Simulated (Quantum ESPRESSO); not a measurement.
# Cu4Au3 in Quantum ESPRESSO: further runs

Aim: see how the results for Cu4Au3 move with the level of theory and the settings. Levels: RPBE+D3, LDA. Tasks: work function.

All numbers are computed with Quantum ESPRESSO 7.5; they aren't measurements. Logs are shortened: lines on timing, memory, paths and dates and some standing lists are left out, and cuts for length are marked.

## Step 1: The structure

The cell holds a slab with vacuum, 7 atoms: a = 2.800 Å, b = 2.800 Å, c = 26.010 Å, α = 90.00°, β = 90.00°, γ = 90.00°.

## Step 2: Work function, RPBE+D3

pw.in

```
&CONTROL
  calculation = 'scf'
  prefix = 'pwscf'
  outdir = './tmp'
  pseudo_dir = './pseudo'
  tprnfor = .true.
  disk_io = 'low'
/
&SYSTEM
  ibrav = 0
  celldm(1) = 8
  nat = 7
  ntyp = 2
  ecutwfc = 88
  nbnd = 84
  input_dft = 'rpbe'
  occupations = 'smearing'
  smearing = 'mp'
  degauss = 0.01469973
  vdw_corr = 'grimme-d3'
  dftd3_version = 3
/
&ELECTRONS
  conv_thr = 7d-09
  electron_maxstep = 150
  mixing_beta = 0.3
  mixing_mode = 'local-TF'
/
ATOMIC_SPECIES
Cu    63.5460 Cu_ONCV_PBE-1.2.upf
Au   196.9666 Au_ONCV_PBE-1.2.upf
CELL_PARAMETERS alat
  0.6614041436190   0.0000000000000   0.0000000000000
  0.0000000000000   0.6614041436190   0.0000000000000
  0.0000000000000   0.0000000000000   6.1439720626895
ATOMIC_POSITIONS crystal
Cu     0.5000000000    0.5000000000    0.2883506344
Au     0.0000000000    0.0000000000    0.3589004229
Cu     0.5000000000    0.5000000000    0.4294502115
Au     0.0000000000    0.0000000000    0.5000000000
Cu     0.5000000000    0.5000000000    0.5705497885
Au     0.0000000000    0.0000000000    0.6410995771
Cu     0.5000000000    0.5000000000    0.7116493656
K_POINTS automatic
9 9 1 0 0 0
```

pp_density.in

```
&INPUTPP
  prefix = 'pwscf'
  outdir = './tmp'
  filplot = 'density.dat'
  plot_num = 0
/
&PLOT
  nfile = 1
  filepp(1) = 'density.dat'
  iflag = 3
  output_format = 6
  fileout = 'density.cube'
/
```

pp_potential.in

```
&INPUTPP
  prefix = 'pwscf'
  outdir = './tmp'
  filplot = 'potential.dat'
  plot_num = 11
/
&PLOT
  nfile = 1
  filepp(1) = 'potential.dat'
  iflag = 3
  output_format = 6
  fileout = 'potential.cube'
/
```

pp_elf.in

```
&INPUTPP
  prefix = 'pwscf'
  outdir = './tmp'
  filplot = 'elf.dat'
  plot_num = 8
/
&PLOT
  nfile = 1
  filepp(1) = 'elf.dat'
  iflag = 3
  output_format = 6
  fileout = 'elf.cube'
/
```

Potentials or basis: SG15 PBE 1.2.

Run with:

```
$ OMP_NUM_THREADS=1 mpirun -n 2 pw.x -nk 2 -in pw.in > pw.out
$ OMP_NUM_THREADS=1 mpirun -n 1 pp.x -in pp_density.in > pp_density.out
$ OMP_NUM_THREADS=1 mpirun -n 1 pp.x -in pp_potential.in > pp_potential.out
$ OMP_NUM_THREADS=1 mpirun -n 1 pp.x -in pp_elf.in > pp_elf.out
```

pw.out:

```text
This program is part of the open-source Quantum ESPRESSO suite
     for quantum simulation of materials; please cite
         "P. Giannozzi et al., J. Phys.:Condens. Matter 21 395502 (2009);
         "P. Giannozzi et al., J. Phys.:Condens. Matter 29 465901 (2017);
         "P. Giannozzi et al., J. Chem. Phys. 152 154105 (2020);
     in publications or presentations arising from this work. More details at

     IMPORTANT: XC functional enforced from input :
     Exchange-correlation= RPBE
                           (   1   4  44   4   0   0   0)
     Any further DFT definition will be discarded
     Please, verify this is what you really want

     Message from routine setup:
     using ibrav=0 with symmetry is DISCOURAGED, use correct ibrav instead

     K-points division:     npool     =       2
     Subspace diagonalization in iterative solution of the eigenvalue problem:
     a serial algorithm will be used

     G-vector sticks info
     --------------------
     sticks:   dense  smooth     PW     G-vecs:    dense   smooth      PW
     Sum         777     777    225               153397   153397   24095

     Using Slab Decomposition

     bravais-lattice index     =            0
     lattice parameter (alat)  =       8.0000  a.u.
     unit-cell volume          =    1376.1096 (a.u.)^3
     number of atoms/cell      =            7
     number of atomic types    =            2
     number of electrons       =       133.00
     number of Kohn-Sham states=           84
     kinetic-energy cutoff     =      88.0000  Ry
     charge density cutoff     =     352.0000  Ry
     scf convergence threshold =      7.0E-09
     mixing beta               =       0.3000
     number of iterations used =            8  local-TF  mixing
     Exchange-correlation= RPBE
                           (   1   4  44   4   0   0   0)

     celldm(1)=   8.000000  celldm(2)=   0.000000  celldm(3)=   0.000000
     celldm(4)=   0.000000  celldm(5)=   0.000000  celldm(6)=   0.000000

     crystal axes: (cart. coord. in units of alat)
               a(1) = (   0.661404   0.000000   0.000000 )
               a(2) = (   0.000000   0.661404   0.000000 )
               a(3) = (   0.000000   0.000000   6.143972 )

     reciprocal axes: (cart. coord. in units 2 pi/alat)
               b(1) = (  1.511935  0.000000  0.000000 )
               b(2) = (  0.000000  1.511935  0.000000 )
               b(3) = (  0.000000  0.000000  0.162761 )

     PseudoPot. # 1 for Cu read from file:
     Cu_ONCV_PBE-1.2.upf
     Pseudo is Norm-conserving, Zval = 19.0
     Generated using ONCVPSP code by D. R. Hamann
     Using radial grid of  602 points,  6 beta functions with:
                l(1) =   0
                l(2) =   0
                l(3) =   1
                l(4) =   1
                l(5) =   2
                l(6) =   2

     PseudoPot. # 2 for Au read from file:
     Au_ONCV_PBE-1.2.upf
     Pseudo is Norm-conserving, Zval = 19.0
     Generated using ONCVPSP code by D. R. Hamann
     Using radial grid of  602 points,  8 beta functions with:
                l(1) =   0
                l(2) =   0
                l(3) =   1
                l(4) =   1
                l(5) =   2
                l(6) =   2
                l(7) =   3
                l(8) =   3

     atomic species   valence    mass     pseudopotential
     Cu               19.00    63.54600     Cu( 1.00)
     Au               19.00   196.96660     Au( 1.00)

     16 Sym. Ops., with inversion, found

   Cartesian axes

     site n.     atom                  positions (alat units)
         1        Cu     tau(   1) = (   0.3307021   0.3307021   1.7716182  )
         2        Au     tau(   2) = (   0.0000000   0.0000000   2.2050742  )
         3        Cu     tau(   3) = (   0.3307021   0.3307021   2.6385301  )
         4        Au     tau(   4) = (   0.0000000   0.0000000   3.0719860  )
         5        Cu     tau(   5) = (   0.3307021   0.3307021   3.5054420  )
         6        Au     tau(   6) = (   0.0000000   0.0000000   3.9388979  )
         7        Cu     tau(   7) = (   0.3307021   0.3307021   4.3723538  )

     --------------------------------------------
     DFT-D3 Dispersion Correction (3-body terms):
     --------------------------------------------
       Reference C6 values for interpolation:

         atom   Coordination number   C6
         Cu         0.000           674.36
         Cu         0.958           349.99
         Au         0.000           684.71
         Au         0.985           634.31

       Values used:

         atom   Coordination number  R0_AB[au]  C6      C8
         Cu         4.328            3.119    349.99  28675.33
         Au         8.993            3.077    634.31  61970.00
         Cu         7.216            3.119    349.99  28675.33
         Au         9.068            3.077    634.31  61970.00
         Cu         7.216            3.119    349.99  28675.33
         Au         8.993            3.077    634.31  61970.00
         Cu         4.328            3.119    349.99  28675.33

         Molecular C6 ( Ry / a.u.^6 ) =     22478.22

     number of k points=    15  Methfessel-Paxton smearing, width (Ry)=  0.0147
                       cart. coord. in units 2pi/alat
        k(    1) = (   0.0000000   0.0000000   0.0000000), wk =   0.0246914
        k(    2) = (   0.0000000   0.1679928   0.0000000), wk =   0.0987654
        k(    3) = (   0.0000000   0.3359855   0.0000000), wk =   0.0987654
        k(    4) = (   0.0000000   0.5039783   0.0000000), wk =   0.0987654
        k(    5) = (   0.0000000   0.6719711   0.0000000), wk =   0.0987654
        k(    6) = (   0.1679928   0.1679928   0.0000000), wk =   0.0987654
        k(    7) = (   0.1679928   0.3359855   0.0000000), wk =   0.1975309
        k(    8) = (   0.1679928   0.5039783   0.0000000), wk =   0.1975309
        k(    9) = (   0.1679928   0.6719711   0.0000000), wk =   0.1975309
        k(   10) = (   0.3359855   0.3359855   0.0000000), wk =   0.0987654
        k(   11) = (   0.3359855   0.5039783   0.0000000), wk =   0.1975309
        k(   12) = (   0.3359855   0.6719711   0.0000000), wk =   0.1975309
        k(   13) = (   0.5039783   0.5039783   0.0000000), wk =   0.0987654
        k(   14) = (   0.5039783   0.6719711   0.0000000), wk =   0.1975309
        k(   15) = (   0.6719711   0.6719711   0.0000000), wk =   0.0987654

     Dense  grid:   153397 G-vectors     FFT dimensions: (  32,  32, 300)

     Initial potential from superposition of free atoms

     starting charge     132.8261, renormalised to     133.0000

     negative rho (up, down):  1.809E-04 0.000E+00
     Starting wfcs are random

     Self-consistent Calculation

     iteration #  1     ecut=    88.00 Ry     beta= 0.30
     Davidson diagonalization with overlap
     ethr =  1.00E-02,  avg # of iterations = 13.0

     Threshold (ethr) on eigenvalues was too large:
     Diagonalizing with lowered threshold

     Davidson diagonalization with overlap
     ethr =  4.72E-04,  avg # of iterations =  1.5

     total energy              =   -2286.00093762 Ry
     estimated scf accuracy    <       0.64640848 Ry

     iteration #  2     ecut=    88.00 Ry     beta= 0.30
     Davidson diagonalization with overlap
     ethr =  4.86E-04,  avg # of iterations =  1.0

     total energy              =   -2285.91123913 Ry
     estimated scf accuracy    <       0.26188343 Ry

     iteration #  3     ecut=    88.00 Ry     beta= 0.30
     Davidson diagonalization with overlap
     ethr =  1.97E-04,  avg # of iterations =  2.5

     total energy              =   -2285.95946989 Ry
     estimated scf accuracy    <       0.02819735 Ry

     iteration #  4     ecut=    88.00 Ry     beta= 0.30
     Davidson diagonalization with overlap
     ethr =  2.12E-05,  avg # of iterations =  4.5

     total energy              =   -2285.95813382 Ry
     estimated scf accuracy    <       0.01536863 Ry

     iteration #  5     ecut=    88.00 Ry     beta= 0.30
     Davidson diagonalization with overlap
     ethr =  1.16E-05,  avg # of iterations =  5.3
[... 77 lines left out ...]
     iteration # 15     ecut=    88.00 Ry     beta= 0.30
     Davidson diagonalization with overlap
     ethr =  8.45E-10,  avg # of iterations =  3.0

     negative rho (up, down):  1.856E-08 0.000E+00

     total energy              =   -2285.95910994 Ry
     estimated scf accuracy    <       0.00000014 Ry

     iteration # 16     ecut=    88.00 Ry     beta= 0.30
     Davidson diagonalization with overlap
     ethr =  1.03E-10,  avg # of iterations =  3.1

     negative rho (up, down):  1.946E-06 0.000E+00

     total energy              =   -2285.95910992 Ry
     estimated scf accuracy    <       0.00000013 Ry

     iteration # 17     ecut=    88.00 Ry     beta= 0.30
     Davidson diagonalization with overlap
     ethr =  1.01E-10,  avg # of iterations =  2.0

     End of self-consistent calculation

          k = 0.0000 0.0000 0.0000 ( 19099 PWs)   bands (ev):

  -105.0975-105.0975-104.6401-104.6401 -98.9419 -98.8910 -98.8910 -62.5368
   -62.5367 -62.5206 -62.5206 -62.5206 -62.5206 -62.0834 -62.0834 -62.0834
   -62.0834 -62.0500 -62.0500 -50.2617 -50.2167 -50.2166 -50.2140 -50.2140
   -50.1602 -50.1602 -50.1602 -50.1602  -2.4437  -1.8300  -1.1520   0.5081
     0.6288   0.6996   0.7268   0.9827   1.6211   1.8091   3.1196   3.1196
     3.2742   3.2742   3.3854   3.3854   4.0249   4.1757   4.2034   4.2981
     4.3714   4.3859   4.5144   4.5244   4.8348   4.9760   4.9760   5.0016
     5.1521   5.2547   5.2972   5.3101   5.3101   5.3900   5.6373   5.6373
     5.6927   5.6954   5.7308   5.7308   6.4573   8.0416   8.9689  11.2062
    11.6042  12.6428  14.1885  15.4928  17.4011  17.6233  17.7126  17.7126
    18.7562  18.7562  20.2464  20.2464

          k = 0.0000 0.1680 0.0000 ( 19084 PWs)   bands (ev):

  -105.0974-105.0974-104.6400-104.6400 -98.9411 -98.8903 -98.8903 -62.5367
   -62.5366 -62.5228 -62.5227 -62.5204 -62.5204 -62.0855 -62.0855 -62.0832
   -62.0832 -62.0498 -62.0498 -50.2600 -50.2332 -50.2150 -50.2149 -50.2125
   -50.1795 -50.1795 -50.1587 -50.1587  -2.1566  -1.5474  -0.8723   0.6472
     0.7739   0.8632   0.8950   1.1042   1.6995   1.7505   2.9168   3.0356
     3.1679   3.2851   3.3427   3.3598   4.0375   4.0698   4.1107   4.1983
     4.2340   4.2955   4.5782   4.5859   4.8946   4.9246   4.9621   5.0965
     5.1275   5.1464   5.2246   5.2986   5.3748   5.4399   5.5016   5.6323
     5.6384   5.7037   5.7067   5.7431   6.9949   8.5224   9.5814  11.4457
    11.8707  12.8699  14.4258  15.3708  16.0531  16.6597  17.6754  17.8783
    17.9605  18.1880  19.1913  19.2095

          k = 0.0000 0.3360 0.0000 ( 19142 PWs)   bands (ev):
[... 155 lines left out ...]
  -105.0955-105.0955-104.6381-104.6381 -98.9310 -98.8801 -98.8801 -62.5375
   -62.5374 -62.5342 -62.5339 -62.5331 -62.5330 -62.1001 -62.1001 -62.0958
   -62.0958 -62.0474 -62.0474 -50.3605 -50.3221 -50.3068 -50.3068 -50.2684
   -50.2684 -50.2368 -50.1918 -50.1918   0.4599   0.6623   0.8522   1.1575
     1.3274   1.3844   1.6757   1.7101   1.7516   1.7598   2.3264   3.0702
     3.3289   3.5044   3.6730   4.0888   4.1306   4.4299   4.6374   4.7808
     4.9728   5.0175   5.1253   5.1312   5.2625   5.3306   5.3757   5.3955
     5.3982   5.4268   5.4891   5.5271   5.5764   5.7057   5.7856   6.6715
     7.5274   8.5653   8.9208   9.7585  10.3042  10.9029  11.2415  12.2428
    12.9107  13.4882  14.0596  14.8939  15.2547  15.3644  15.7226  16.2770
    16.3138  16.4628  16.9403  17.1839

          k = 0.6720 0.6720 0.0000 ( 19220 PWs)   bands (ev):

  -105.0952-105.0952-104.6378-104.6378 -98.9296 -98.8787 -98.8787 -62.5371
   -62.5371 -62.5371 -62.5371 -62.5338 -62.5336 -62.0998 -62.0998 -62.0998
   -62.0998 -62.0470 -62.0470 -50.3572 -50.3570 -50.3035 -50.3035 -50.3033
   -50.3033 -50.2336 -50.1887 -50.1886   0.1230   0.3352   0.5009   1.3231
     1.3387   1.3937   1.3985   1.4237   1.4379   1.7199   2.3424   3.2067
     3.9665   4.0487   4.0891   4.4608   4.5306   4.7644   4.8736   5.0909
     5.1054   5.2101   5.3055   5.3598   5.3838   5.4039   5.4291   5.4913
     5.5008   5.5447   5.5884   5.6073   5.6384   5.8659   5.8868   7.5941
     8.7196   8.8525  10.0041  10.0128  11.5286  11.8423  12.5945  12.9369
    13.0284  13.7452  13.8228  14.2118  14.2652  14.3776  14.7424  14.9027
    15.1237  16.1373  16.3226  16.7832

     the Fermi energy is     7.3603 ev

!    total energy              =   -2285.95910994 Ry
     estimated scf accuracy    <          3.6E-09 Ry
     smearing contrib. (-TS)   =      -0.00015844 Ry
     internal energy E=F+TS    =   -2285.95895150 Ry

     The total energy is F=E-TS. E is the sum of the following terms:
     one-electron contribution =  -17993.06543220 Ry
     hartree contribution      =    9007.25540525 Ry
     xc contribution           =    -216.48762763 Ry
     ewald contribution        =    6916.77462690 Ry
     DFT-D3 Dispersion         =      -0.43592382 Ry

     convergence has been achieved in  17 iterations

     Forces acting on atoms (cartesian axes, Ry/au):

     atom    1 type  1   force =     0.00000000    0.00000000   -0.02143123
     atom    2 type  2   force =     0.00000000    0.00000000   -0.00244806
     atom    3 type  1   force =     0.00000000    0.00000000    0.00084886
     atom    4 type  2   force =     0.00000000    0.00000000    0.00000000
     atom    5 type  1   force =     0.00000000    0.00000000   -0.00084886
     atom    6 type  2   force =     0.00000000    0.00000000    0.00244806
     atom    7 type  1   force =     0.00000000    0.00000000    0.02143123

     Total force =     0.030529     Total SCF correction =     0.000122

=------------------------------------------------------------------------------=
   JOB DONE.
=------------------------------------------------------------------------------=
```

It took 7 min on 2 MPI ranks of Intel Xeon 6975P-C (Granite Rapids), shared host; peak memory 1.1 GiB.

Results:

- Free energy: -31102.0581 eV
- Largest force: 0.551 eV/Å
- Band gap on the k mesh: none (metal or under the smearing width)
- Work function of the upper face: 4.13 eV
- Work function of the lower face: 4.13 eV

Forces in eV/Å, atoms in the order of the input:
```
Cu   0.000  0.000 -0.551
Au   0.000  0.000 -0.063
Cu   0.000  0.000  0.022
Au   0.000  0.000  0.000
Cu   0.000  0.000 -0.022
Au   0.000  0.000  0.063
Cu   0.000  0.000  0.551
```

Levels at points of the mesh, in eV from the Fermi level:
| k point | band 63 | band 64 | band 65 | band 66 | band 67 | band 68 | band 69 | band 70 | band 71 | band 72 |
| --- | --- | --- | --- | --- | --- | --- | --- | --- | --- | --- |
| (0.00, 0.00, 0.00) | -1.72 | -1.72 | -1.67 | -1.66 | -1.63 | -1.63 | -0.90 | 0.68 | 1.61 | 3.85 |

Caveat: the potentials were made for another functional, which shifts forces and pressure.

[end of part 1 of 2]
